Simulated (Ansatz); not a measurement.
**C2H4SSi: ionisation energy by level of theory**

One table from this session's results is given with a row withheld; the runs are named, their logs left out.

Method: unrestricted cation, the program's frozen cores in correlated methods; program: Ansatz 0.2.0, Gaussian basis.

Levels to be run: UKS PBE-D4/def2-TZVPP; UKS r2SCAN-D4/def2-TZVPP; UKS PBE0-D4/def2-TZVPP; UKS B3LYP-D4/def2-TZVPP; UKS wB97X-V/def2-TZVPP; UKS wB97M-V/def2-TZVPP; UKS B2PLYP/def2-TZVPP; UHF-MP2/def2-TZVPP; UHF-MP2/def2-QZVPP; then −ε(HOMO) from the neutral's earlier runs with LDA (SPW92), PBE-D4, revPBE-D4, BLYP-D4, r2SCAN-D4, B97M-V, PBE0-D4, B3LYP-D4, r2SCANh-D4, r2SCAN0-D4, HSE06-D4, BHLYP-D4, CAM-B3LYP-D4, LC-ωPBE, ωB97X-V, ωB97M-V.

1 further run of the same task is left out (it didn't finish).

## The geometry

All runs share one geometry, relaxed beforehand with PBE0-D4 in a triple-zeta def2 set.

SMILES `SC1=C[SiH2]1`, 8 atoms, charge 0, spin multiplicity 1.

Atoms are counted from 1 here; the program's logs count them from 0.

Bond lengths: S1–C2 1.718 Å, S1–H5 1.342 Å, C2–C3 1.338 Å, C2–Si4 1.814 Å, C3–Si4 1.798 Å, C3–H6 1.082 Å, Si4–H7 1.483 Å, Si4–H8 1.483 Å. Angles: C2–S1–H5 97.3°, S1–C2–C3 135.7°, S1–C2–Si4 156.7°, C3–C2–Si4 67.6°, C2–C3–Si4 68.9°, C2–C3–H6 136.2°, Si4–C3–H6 154.9°, C2–Si4–C3 43.5°, C2–Si4–H7 120.9°, C2–Si4–H8 120.9°, C3–Si4–H7 122.3°, C3–Si4–H8 122.3°, H7–Si4–H8 111.2°.

The first run:

Input file in.yaml:

```yaml
crystal:
  periodic: [false, false, false]
  atoms:
    - {symbol: S, position_ang: [-0.593928, 2.188850, 0.194592]}
    - {symbol: C, position_ang: [-0.070389, 0.552608, 0.194424]}
    - {symbol: C, position_ang: [0.593060, -0.239631, 1.044100]}
    - {symbol: Si, position_ang: [0.152587, -1.126022, -0.456542]}
    - {symbol: H, position_ang: [-1.174903, 2.181279, -1.014924]}
    - {symbol: H, position_ang: [1.033523, -0.135076, 2.026336]}
    - {symbol: H, position_ang: [1.135259, -1.400644, -1.532947]}
    - {symbol: H, position_ang: [-0.983108, -2.078366, -0.510839]}
basis:
  gaussian: {orbitals: def2-TZVPP}
total_charge: 1
magnetization: {spin_polarized: true, initial_magnetization: 1}
hamiltonian: {xc: pbe, dispersion: d4}
```

Steps of the session up to this table: Cation, UKS PBE-D4/def2-TZVPP; Cation, UKS r2SCAN-D4/def2-TZVPP; Cation, UKS PBE0-D4/def2-TZVPP; Cation, UKS B3LYP-D4/def2-TZVPP; Cation, UKS wB97X-V/def2-TZVPP; Cation, UKS wB97M-V/def2-TZVPP; Cation, UKS B2PLYP (frozen core)/def2-TZVPP; Cation, UHF-MP2/def2-TZVPP; Cation, UHF-MP2/def2-QZVPP.

One table of the session follows, with a row left open; its other results are not shown here.

It belongs to the step «Ionisation energies side by side». Orbital estimates, from the neutral's runs:

| functional | −ε(HOMO) (eV) |
| --- | --- |
| LDA (SPW92) | 5.98 |
| PBE-D4 | 5.84 |
| revPBE-D4 | 5.80 |
| BLYP-D4 | 5.65 |
| r2SCAN-D4 | 6.04 |
| B97M-V | 6.10 |
| PBE0-D4 | 6.89 |
| B3LYP-D4 | 6.65 |
| r2SCANh-D4 | 6.44 |
| r2SCAN0-D4 | 7.03 |
| HSE06-D4 | ? |
| BHLYP-D4 | 7.77 |
| CAM-B3LYP-D4 | 8.10 |
| LC-ωPBE | 9.45 |
| ωB97X-V | 9.09 |
| ωB97M-V | 8.95 |

Estimate the missing values for HSE06-D4.

**Answer.** −ε(HOMO) (eV): 6.50. In the column «−ε(HOMO) (eV)» it lies between r2SCANh-D4 (6.44) and B3LYP-D4 (6.65).
